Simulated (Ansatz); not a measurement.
# CH5ISSi: the cost of one run

All numbers are computed with Ansatz 0.2.0 through its Python package. Level of theory: MP2/def2-SVP.

### Step 1. The system

Bond lengths: S1–C2 1.759 Å, C2–Si3 1.862 Å, Si3–I4 2.377 Å, S1–H5 1.390 Å, C2–H6 1.097 Å, C2–H7 1.100 Å, Si3–H8 1.470 Å, Si3–H9 1.499 Å. Angles: S1–C2–Si3 111.6°, S1–C2–H6 105.7°, S1–C2–H7 108.6°, Si3–C2–H6 111.8°, Si3–C2–H7 112.6°, H6–C2–H7 106.1°, C2–S1–H5 98.3°, C2–Si3–I4 109.6°, C2–Si3–H8 110.1°, C2–Si3–H9 108.3°, I4–Si3–H8 113.1°, I4–Si3–H9 109.7°, H8–Si3–H9 105.9°.

ch5issi.xyz, read by the script:

```xyz
9

S     0.37450    1.94270   -0.29170
C     0.88520    0.27310   -0.07520
Si   -0.51030   -0.79520    0.54010
I    -2.12840   -1.06080   -1.18080
H    -0.53990    1.74050   -1.31850
H     1.71820    0.30660    0.63770
H     1.30940   -0.08970   -1.02270
H    -1.07110   -0.23090    1.77580
H     0.05090   -2.13250    0.91830
```

### Step 2. The script

Contents of scan_ch5issi.py:

```python
import warnings

import ansatz as az
import numpy as np

warnings.simplefilter("ignore", az.DeckWarning)

system = az.Crystal.molecule_from_extxyz("ch5issi.xyz")

symbols = [site.symbol for site in system.cartesian_sites]
start = np.array([site.position_ang for site in system.cartesian_sites])
axis = (start[6] - start[1]) / np.linalg.norm(start[6] - start[1])
moving = [6]
lengths, energies = [0.93, 1.01, 1.1, 1.21, 1.37, 1.65, 1.98, 2.42], []
for length in lengths:
    xyz = start.copy()
    xyz[moving] += (length - np.linalg.norm(start[6] - start[1])) * axis
    point = az.Crystal.molecule()
    for symbol, place in zip(symbols, xyz):
        point = point.atom(symbol, place.tolist())
    base = (
        point.calculation()
        .basis(gaussian="def2-SVP")
        .correlation("mp2")
    )
    data = base.run().report
    energies.append(data["free_energy_ev"])
    print(f"r = {length:6.3f} A  E = {energies[-1]:.5f} eV  <S^2> = {abs(data['mean_field']['state']['spin_squared']):.3f}")

print("energy above the lowest point (eV):", [round(e - min(energies), 3) for e in energies])
```

### Step 3. The calls as engine input

The package turns the script's settings into the engine's input (first run):

```yaml
crystal:
  periodic: [false, false, false]
  atoms:
    - { symbol: S, position_ang: [0.3745, 1.9427, -0.2917] }
    - { symbol: C, position_ang: [0.8852, 0.2731, -0.0752] }
    - { symbol: Si, position_ang: [-0.5103, -0.7952, 0.5401] }
    - { symbol: I, position_ang: [-2.1284, -1.0608, -1.1808] }
    - { symbol: H, position_ang: [-0.5399, 1.7405, -1.3185] }
    - { symbol: H, position_ang: [1.7182, 0.3066, 0.6377] }
    - { symbol: H, position_ang: [1.2439417861700681, -0.03371640740806406, -0.8764914719380945] }
    - { symbol: H, position_ang: [-1.0711, -0.2309, 1.7758] }
    - { symbol: H, position_ang: [0.0509, -2.1325, 0.9183] }
basis:
  gaussian:
    orbitals: def2-SVP
correlation:
  method: mp2
```

### Step 4. Running it

Started as:

```console
> python scan_ch5issi.py
```

**Question.** How long does this script take on 1 thread of Arm Neoverse V2, shared host, and how much memory does it need?

About 17 s, with a peak of 0.31 GiB.
